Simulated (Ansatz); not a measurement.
**CH₇GeIn: up Jacob's ladder to CCSD(T)**

Aim: compute CH₇GeIn with functionals from several rungs and with coupled cluster. The yardstick is the atomisation energy at the CCSD(T) limit.

The runs use Ansatz 0.2.0, Gaussian basis; functionals in def2-TZVPP, the program's frozen cores in correlated methods.

Plan: LDA (SPW92), PBE-D4, revPBE-D4, BLYP-D4, r2SCAN-D4, B97M-V, PBE0-D4, B3LYP-D4, r2SCANh-D4, r2SCAN0-D4, HSE06-D4, BHLYP-D4, CAM-B3LYP-D4, LC-ωPBE, ωB97X-V, ωB97M-V, B2PLYP, PBE-QIDH; CCSD(T)/def2-SVP; CCSD(T)/def2-TZVPP; MP2/def2-QZVPP; extrapolation to the limit; RPA on PBE.

### 1 The geometry

An earlier PBE0-D4 in a triple-zeta def2 set relaxation fixed the geometry. In takes the def2 core potential; no spin-orbit term is included.

10 atoms, charge 0, spin multiplicity 1.

Atoms are counted from 1 here; the program's logs count them from 0.

Bond lengths: C1–In2 2.247 Å, C1–H4 1.096 Å, C1–H5 1.096 Å, C1–H6 1.096 Å, Ge3–H7 1.547 Å, Ge3–H8 1.532 Å, Ge3–H9 1.532 Å, Ge3–H10 1.535 Å. Angles: In2–C1–H4 112.1°, In2–C1–H5 109.4°, In2–C1–H6 112.2°, H4–C1–H5 107.5°, H4–C1–H6 107.8°, H5–C1–H6 107.5°, H7–Ge3–H8 108.8°, H7–Ge3–H9 109.1°, H7–Ge3–H10 108.1°, H8–Ge3–H9 110.5°, H8–Ge3–H10 110.1°, H9–Ge3–H10 110.2°.

### 2 LDA

This LDA is Slater exchange with PW92 correlation.

in.yaml

```yaml
crystal:
  periodic: [false, false, false]
  atoms:
    - {symbol: C, position_ang: [-1.270572, 1.335354, 0.193022]}
    - {symbol: In, position_ang: [0.288860, 1.764010, 1.752549]}
    - {symbol: Ge, position_ang: [1.137473, -1.399814, -0.353612]}
    - {symbol: H, position_ang: [-0.863106, 1.385321, -0.822820]}
    - {symbol: H, position_ang: [-2.071530, 2.079961, 0.263817]}
    - {symbol: H, position_ang: [-1.727321, 0.347869, 0.323452]}
    - {symbol: H, position_ang: [1.550968, -0.387737, 0.741338]}
    - {symbol: H, position_ang: [-0.170766, -2.077488, 0.067223]}
    - {symbol: H, position_ang: [0.954220, -0.654904, -1.679459]}
    - {symbol: H, position_ang: [2.254773, -2.443870, -0.482610]}
basis:
  gaussian: {orbitals: def2-TZVPP}
hamiltonian: {xc: lda}
output: {orbitals: {seedname: orbitals}}
```

Run with:

```console
> ansatz run in.yaml --threads 4 --pin off --events-out ev --progress --plain --max-ram 10444MiB
```

After this run come: PBE-D4 (GGA); revPBE-D4 (GGA); BLYP-D4 (GGA); r2SCAN-D4 (meta-GGA); B97M-V (meta-GGA); PBE0-D4 (hybrid); B3LYP-D4 (hybrid); r2SCANh-D4 (hybrid); r2SCAN0-D4 (hybrid); HSE06-D4 (hybrid); BHLYP-D4 (hybrid); CAM-B3LYP-D4 (range-separated); LC-ωPBE (range-separated); ωB97X-V (range-separated); ωB97M-V (range-separated); B2PLYP (double hybrid); PBE-QIDH (double hybrid); CCSD(T) in def2-SVP; CCSD(T) in def2-TZVPP; MP2 in def2-QZVPP; RPA on PBE orbitals.

Q: Predict the results of all the runs planned. Wanted: atomisation energy, CCSD(T)/CBS; farthest beyond LDA; mean size of error, GGA; mean size of error, meta-GGA; mean size of error, hybrid; mean size of error, range-separated; mean size of error, double hybrid; gap, smallest and largest; T1 diagnostic.

The runs gave:

| quantity | value |
| --- | --- |
| atomisation energy, CCSD(T)/CBS | 28.984 eV |
| functionals within 0.290 eV (1.0 %) | r2SCAN-D4, B97M-V, B3LYP-D4, CAM-B3LYP-D4, ωB97X-V |
| farthest beyond LDA | revPBE-D4 (-0.788 eV) |
| mean size of error, GGA | 0.523 eV |
| mean size of error, meta-GGA | 0.170 eV |
| mean size of error, hybrid | 0.425 eV |
| mean size of error, range-separated | 0.292 eV |
| mean size of error, double hybrid | 0.566 eV |
| gap, smallest and largest | 2.24 eV (BLYP-D4), 8.04 eV (LC-ωPBE) |
| T1 diagnostic | 0.0136 |
| triples share of the correlation energy | 3.1 % |

What this shows: LDA overbinds by 3.135 eV (11 %). PBE-D4 misses by -0.331 eV. Double hybrids carry the basis error of their MP2 part in triple zeta, and no dispersion term here, so their miss is partly the set-up's. Taken by rung, meta-GGA functionals do best (0.170 eV on average) and double hybrid ones worst beyond LDA (0.566 eV). GGA functionals lie within the reference's doubt of that worst mean (0.523 eV), so those two tie. The gap between the best rungs is small, so their order is not settled. Misses under about 0.290 eV are within the doubt on the reference itself, which lacks core-valence correlation, spin-orbit coupling and higher excitations, and its outer-core shells are covered unevenly. All levels share the lack of spin-orbit coupling, which lowers the free heavy atoms and so the true binding. Hartree-Fock recovers 74 % of the binding; the rest is correlation. CCSD(T) in def2-SVP is off by -1.648 eV, so the small basis spoils what the method gains. Orbital gaps span 2.2 to 8.0 eV; exact exchange widens them. Correlated methods include outer-core shells of Ge, In, which these sets cover unevenly.
